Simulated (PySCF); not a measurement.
# BeH radical: EPR parameters at several levels of theory

Aim: compute the EPR parameters of BeH radical (`[BeH]`) at several levels, and see how far they spread and what each costs.

The runs use PySCF 2.14.0, with density-fitted response routines of our own; the level of theory stands in each step. All values are computed, except where a source is named. Atoms count from 0, in the outputs and in this text.

**1. The starting structure**

2 atoms, charge 0, multiplicity 2; geometry from: GFN2-xTB.

Bonds of the start (Å): Be0–H1 1.31.

**2. Geometry optimisation at PBE0-D3(BJ)/def2-TZVP**

What the job is given:

```
{"job": {"xc": "PBE0", "basis": "def2-TZVP", "d3": "d3bj", "grid": 2, "kind": "geom"}, "charge": 0, "multiplicity": 2}
Be     0.000000     0.000000     0.000000
H      0.000000     0.000000     1.311850
```

What it wrote:

```text
step   0  E = -15.22379952  max force = 0.012882
step   1  E = -15.22431073  max force = 0.001715
step   2  E = -15.22432095  max force = 0.000153
optimisation converged
```

Run time: 3.2 s. Hardware: 1 thread of AMD EPYC (Zen 3), shared host.

Relaxation path:

```csv
step,energy from step 0 (eV),largest force component (eV/Å)
0,0.0000,0.6624
1,-0.0139,0.0882
2,-0.0142,0.0079
```

The bond:

```csv
bond,before (Å),after (Å),change (Å)
Be0–H1,1.312,1.355,+0.044
```

The next job starts from the end point, and lists it.

```csv
at the end point,value
point group (found at 0.08 Å tolerance),C∞v
"rotational constants (GHz, main isotopes)","303.4, 303.4"
dipole moment (D),0.23
⟨S²⟩,0.751
```

**3. g tensor and hyperfine couplings: B3LYP/def2-TZVP-core+pcH-1**

What the job is given:

```
{"job": {"kind": "epr", "xc": "B3LYP"}, "charge": 0, "multiplicity": 2}
Be     0.000000     0.000000    -0.021822
H     -0.000000    -0.000000     1.333672
```

Level: UKS B3LYP, def2-TZVP-core on Be, pcH-1 on H, non-relativistic, mean-field spin-orbit, GIAO.

What it wrote:

```text
UKS, coarse grid
  cycle   1  E = -15.25842553  |g| = 8.01e-02
  cycle   2  E = -15.26534107  |g| = 2.79e-02
  cycle   3  E = -15.26630075  |g| = 5.48e-03
  cycle   4  E = -15.26635801  |g| = 7.47e-04
  cycle   5  E = -15.26635938  |g| = 2.64e-04
UKS, final grid
  cycle   1  E = -15.26635847  |g| = 1.34e-04
  cycle   2  E = -15.26635849  |g| = 4.51e-05
  cycle   3  E = -15.26635850  |g| = 1.38e-05
internal stability: stable
E = -15.26635850 Eh   <S^2> = 0.7512 (exact 0.7500)
g shifts (ppm)      1          2          3
  rmc           -57        -57        -57
  gc             13         13         15
  oz_so        -119       -119         -0
  total        -162       -162        -42
hyperfine (MHz)  atom isotope    a_iso     a_fc   dipolar eigenvalues
    0   9Be    -205.07    -205.07     -9.55      4.77      4.77
    1    1H     208.99     208.99     -5.87     -5.87     11.75
```

Run time: 1.7 s. Hardware: 1 thread of AMD EPYC (Zen 3), shared host.

Principal g values 2.00216, 2.00216, 2.00228; g(iso) = 2.00220, against 2.00232 for a free electron.

Hyperfine couplings, nucleus by nucleus at this fixed geometry (no averaging over rotations):

```csv
nuclei,isotope,a(iso) (MHz),"a(iso) (G, at g = 2.0023)",largest dipolar term (MHz)
H1,1H,209.0,74.6,11.7
Be0,9Be,-205.1,-73.2,-9.5
```

Mulliken spin populations:

```csv
atom,value (e)
Be0,0.90
H1,0.10
```

In first order the couplings over 0.8 MHz of 1H, 9Be give 8 distinct lines over 294.1 G.

**4. EPR parameters: PBE0/def2-TZVP-core+pcH-1**

What the job is given:

```
{"job": {"kind": "epr", "xc": "PBE0"}, "charge": 0, "multiplicity": 2}
Be     0.000000     0.000000    -0.021822
H     -0.000000    -0.000000     1.333672
```

Level: UKS PBE0, def2-TZVP-core on Be, pcH-1 on H, non-relativistic, mean-field spin-orbit, GIAO.

What it wrote:

```text
UKS, coarse grid
  cycle   1  E = -15.21754574  |g| = 7.40e-02
  cycle   2  E = -15.22463712  |g| = 1.97e-02
  cycle   3  E = -15.22530354  |g| = 5.98e-03
  cycle   4  E = -15.22537993  |g| = 1.11e-03
  cycle   5  E = -15.22538380  |g| = 3.48e-04
UKS, final grid
  cycle   1  E = -15.22538403  |g| = 1.67e-04
  cycle   2  E = -15.22538408  |g| = 6.79e-05
  cycle   3  E = -15.22538409  |g| = 1.65e-05
  cycle   4  E = -15.22538409  |g| = 3.06e-06
internal stability: stable
E = -15.22538409 Eh   <S^2> = 0.7510 (exact 0.7500)
g shifts (ppm)      1          2          3
  rmc           -54        -54        -54
  gc             12         12         14
  oz_so        -118       -118         -0
  total        -159       -159        -40
hyperfine (MHz)  atom isotope    a_iso     a_fc   dipolar eigenvalues
    0   9Be    -186.48    -186.48     -9.09      4.55      4.55
    1    1H     190.15     190.15     -5.59     -5.59     11.18
```

It took 1.6 s on 1 thread of AMD EPYC (Zen 3), shared host.

Key values: g(iso) 2.00220.

**5. g tensor and hyperfine couplings: PBE/def2-TZVP-core+pcH-1**

What the job is given:

```
{"job": {"kind": "epr", "xc": "PBE"}, "charge": 0, "multiplicity": 2}
Be     0.000000     0.000000    -0.021822
H     -0.000000    -0.000000     1.333672
```

Level: UKS PBE, def2-TZVP-core on Be, pcH-1 on H, non-relativistic, mean-field spin-orbit, GIAO.

What it wrote:

```text
UKS, coarse grid
  cycle   1  E = -15.20817874  |g| = 9.66e-02
  cycle   2  E = -15.21259218  |g| = 6.08e-02
  cycle   3  E = -15.21675695  |g| = 5.55e-03
  cycle   4  E = -15.21679019  |g| = 7.33e-04
  cycle   5  E = -15.21679061  |g| = 1.09e-04
UKS, final grid
  cycle   1  E = -15.21679013  |g| = 1.57e-04
  cycle   2  E = -15.21679013  |g| = 1.97e-05
internal stability: stable
E = -15.21679013 Eh   <S^2> = 0.7507 (exact 0.7500)
g shifts (ppm)      1          2          3
  rmc           -54        -54        -54
  gc             12         12         14
  oz_so        -121       -121         -0
  total        -163       -163        -40
hyperfine (MHz)  atom isotope    a_iso     a_fc   dipolar eigenvalues
    0   9Be    -183.17    -183.17     -9.42      4.71      4.71
    1    1H     192.47     192.47     -5.85     -5.85     11.70
```

It took 1.3 s on 1 thread of AMD EPYC (Zen 3), shared host.

This run: g(iso) 2.00220.

**6. EPR parameters: CAM-B3LYP/def2-TZVP-core+pcH-1**

What the job is given:

```
{"job": {"kind": "epr", "xc": "CAM-B3LYP"}, "charge": 0, "multiplicity": 2}
Be     0.000000     0.000000    -0.021822
H     -0.000000    -0.000000     1.333672
```

Method: UKS CAM-B3LYP, def2-TZVP-core on Be, pcH-1 on H, non-relativistic, mean-field spin-orbit, GIAO.

What it wrote:

```text
UKS, coarse grid
  cycle   1  E = -15.22689247  |g| = 7.25e-02
  cycle   2  E = -15.23772253  |g| = 2.40e-02
  cycle   3  E = -15.23974143  |g| = 9.07e-03
  cycle   4  E = -15.24003000  |g| = 2.96e-03
  cycle   5  E = -15.24005678  |g| = 8.20e-04
  cycle   6  E = -15.24005843  |g| = 9.40e-05
UKS, final grid
  cycle   1  E = -15.24005762  |g| = 9.92e-05
  cycle   2  E = -15.24005762  |g| = 1.38e-05
internal stability: stable
E = -15.24005762 Eh   <S^2> = 0.7514 (exact 0.7500)
g shifts (ppm)      1          2          3
  rmc           -57        -57        -57
  gc             13         13         15
  oz_so        -124       -124         -0
  total        -168       -168        -42
hyperfine (MHz)  atom isotope    a_iso     a_fc   dipolar eigenvalues
    0   9Be    -204.01    -204.01     -9.60      4.80      4.80
    1    1H     210.20     210.20     -5.81     -5.81     11.62
```

It took 1.9 s on 1 thread of AMD EPYC (Zen 3), shared host.

This run: g(iso) 2.00219.

**7. Comparing the runs: EPR parameters**

g, ⟨S²⟩ and isotropic hyperfine couplings (MHz), with basis size and wall time:

```csv
run,g(iso),⟨S²⟩,1H H1,9Be Be0,functions,time
B3LYP/def2-TZVP-core+pcH-1,2.00220,0.751,209.0,-205.1,41,1.7 s
PBE0/def2-TZVP-core+pcH-1,2.00220,0.751,190.1,-186.5,41,1.6 s
PBE/def2-TZVP-core+pcH-1,2.00220,0.751,192.5,-183.2,41,1.3 s
CAM-B3LYP/def2-TZVP-core+pcH-1,2.00219,0.751,210.2,-204.0,41,1.9 s
```

**8. Outcome**

| quantity | value |
| --- | --- |
| point group | C∞v |
| rotational constants (main isotopes) | 303.44, 303.44 GHz |
| g(iso) (B3LYP) | 2.00220 |
| ⟨S²⟩ | 0.751 (exact 0.75) |
| largest a(iso) | 1H on H1, 209.0 MHz |

What this shows: Single values in the summary come from the first run of each kind that ended normally (B3LYP/def2-TZVP-core+pcH-1), which need not be the best level. Relaxing lowered the energy by 0.014 eV in 2 steps; the close pair that moved most is Be0–H1, from 1.312 to 1.355 Å. Most of the unpaired spin sits on Be0 (0.90 e). The isotropic g lies 0.1 ppt below the free-electron value. The coupling of 1H on H1 runs from 190.1 (PBE0/def2-TZVP-core+pcH-1) to 210.2 MHz (CAM-B3LYP/def2-TZVP-core+pcH-1).
